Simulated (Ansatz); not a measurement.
# FeBr4: the cost of one run

Program: Ansatz 0.2.0. Level of theory: DFT PBE, scalar-relativistic, plane waves, PAW, unless a step names another level. These are calculated values, not measurements.

2 further runs of the same task are left out: 2 that didn't finish.

### Step 1. The system as given

It takes space group F-43m (No. 216, cubic). The conventional cell has a = 10.562 Å, b = 10.562 Å, c = 10.562 Å, α = 90.00°, β = 90.00°, γ = 90.00°. Fe (site symmetry -43m) is surrounded by 4 Br at 2.28 Å. Br (site symmetry 3m) has 1 Fe at 2.28 Å as nearest neighbours.

Coordinates:

```xyz
5
Lattice="0.0000 5.2811 5.2811 5.2811 0.0000 5.2811 5.2811 5.2811 0.0000" Properties=species:S:1:pos:R:3 pbc="T T T"
Fe    2.6406    2.6406    2.6406
Br    3.9578    1.3234    3.9578
Br    1.3234    1.3234    1.3234
Br    1.3234    3.9578    3.9578
Br    3.9578    3.9578    1.3234
```

It came out lowest among 21 distinct ends of the trial cells. At a tolerance of 0.05 Å it has space group F-43m (No. 216). Site moments: 3.1 0.1 0.1 0.1 0.1 μB.

### Step 2. Tight relaxation for the response runs, on the response runs' mesh and smearing

The input, input.yaml:

```yaml
crystal:
  lattice:
    - [0.0, 5.28111031, 5.28111031]
    - [5.28111031, 0.0, 5.28111031]
    - [5.28111031, 5.28111031, 0.0]
  atoms:
    - { symbol: Fe, position: [0.25, 0.25, 0.25], spin: 3.36 }
    - { symbol: Br, position: [0.1252911175, 0.6241266476, 0.1252911175] }
    - { symbol: Br, position: [0.1252911175, 0.1252911175, 0.1252911175] }
    - { symbol: Br, position: [0.6241266476, 0.1252911175, 0.1252911175] }
    - { symbol: Br, position: [0.1252911175, 0.1252911175, 0.6241266476] }
basis:
  ecutwfc: 420
kpoints:
  mp_grid: { grid: [6, 6, 6] }
hamiltonian:
  xc: pbe
scf:
  occupations: { method: gaussian, width: 0.1 }
output:
  forces: true
  stress: true
  eigenvalues: true
  populations: true
magnetization:
  spin_polarized: true
relax:
  adjacent_minimum: "off"
  f_tol: 0.001
  max_steps: 60
  cell: { stress_tol: 0.01 }
```

On the command line:

```bash
> ansatz run input.yaml --threads 3 --pin off --max-ram 7680MiB --backend cpu --events-out ev --progress --plain --runs-dir out
```

Q: Estimate wall time and peak memory on 3 threads of Arm Neoverse V2, shared host.

About 31 s, with a peak of 0.64 GiB.
